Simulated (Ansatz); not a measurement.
**C4H3F3: small, medium and large basis sets**

The task here is to estimate one member of a computed series from the others.

The runs use Ansatz 0.2.0, Gaussian basis; one geometry, several basis sets.

Levels to be run: PBE0-D4/def2-SVP; ωB97M-V/def2-SVP; PBE0-D4/def2-QZVPP; ωB97M-V/def2-QZVPP; the functionals' def2-TZVPP values are taken from earlier runs.

## The relaxed structure

All runs share one geometry, relaxed beforehand with PBE0-D4 in a triple-zeta def2 set.

SMILES `FC1=CC(F)(F)C1`, 10 atoms, charge 0, spin multiplicity 1.

Atoms are counted from 1 here; the program's logs count them from 0.

Bond lengths: F1–C2 1.311 Å, C2–C3 1.330 Å, C2–C7 1.498 Å, C3–C4 1.499 Å, C3–H8 1.079 Å, C4–F5 1.354 Å, C4–F6 1.354 Å, C4–C7 1.550 Å, C7–H9 1.091 Å, C7–H10 1.091 Å. Angles: F1–C2–C3 133.1°, F1–C2–C7 128.0°, C3–C2–C7 98.9°, C2–C3–C4 89.6°, C2–C3–H8 136.8°, C4–C3–H8 133.6°, C3–C4–F5 115.9°, C3–C4–F6 115.9°, C3–C4–C7 89.7°, F5–C4–F6 106.1°, F5–C4–C7 114.5°, F6–C4–C7 114.5°, C2–C7–C4 81.8°, C2–C7–H9 116.3°, C2–C7–H10 116.3°, C4–C7–H9 114.4°, C4–C7–H10 114.4°, H9–C7–H10 111.0°.

Set-up of the first run:

in.yaml reads:

```yaml
crystal:
  periodic: [false, false, false]
  atoms:
    - {symbol: F, position_ang: [1.129683, -1.764554, 1.197978]}
    - {symbol: C, position_ang: [0.447198, -0.877710, 0.515733]}
    - {symbol: C, position_ang: [-0.664909, -0.949877, -0.209412]}
    - {symbol: C, position_ang: [-0.552581, 0.515184, -0.506484]}
    - {symbol: F, position_ang: [-0.388909, 0.843757, -1.809890]}
    - {symbol: F, position_ang: [-1.563953, 1.290460, -0.047994]}
    - {symbol: C, position_ang: [0.743233, 0.580128, 0.341545]}
    - {symbol: H, position_ang: [-1.373869, -1.713844, -0.488624]}
    - {symbol: H, position_ang: [1.641782, 0.825919, -0.226550]}
    - {symbol: H, position_ang: [0.665524, 1.199237, 1.236597]}
basis:
  gaussian: {orbitals: def2-SVP}
hamiltonian: {xc: pbe0, dispersion: d4}
output: {orbitals: {seedname: orbitals}}
```

Among the steps run: PBE0-D4 in def2-SVP; ωB97M-V in def2-SVP; PBE0-D4 in def2-QZVPP; ωB97M-V in def2-QZVPP.

One of the session's tables, all rows but one given; the rest of the session is left out.

It belongs to the step «Functionals by basis». 

```
functional       basis  HOMO (eV)  LUMO (eV)
   PBE0-D4    def2-SVP      -8.10      -0.09
   PBE0-D4  def2-TZVPP      -8.16      -0.21
   PBE0-D4  def2-QZVPP          ?          ?
   ωB97M-V    def2-SVP     -10.31       2.19
   ωB97M-V  def2-TZVPP     -10.39       1.99
   ωB97M-V  def2-QZVPP     -10.43       1.84
```

Q: Estimate the row for PBE0-D4, def2-QZVPP from the others.

As computed: HOMO (eV): -8.19; LUMO (eV): -0.29. In the column «HOMO (eV)» it lies between ωB97M-V, def2-SVP (-10.31) and PBE0-D4, def2-TZVPP (-8.16).
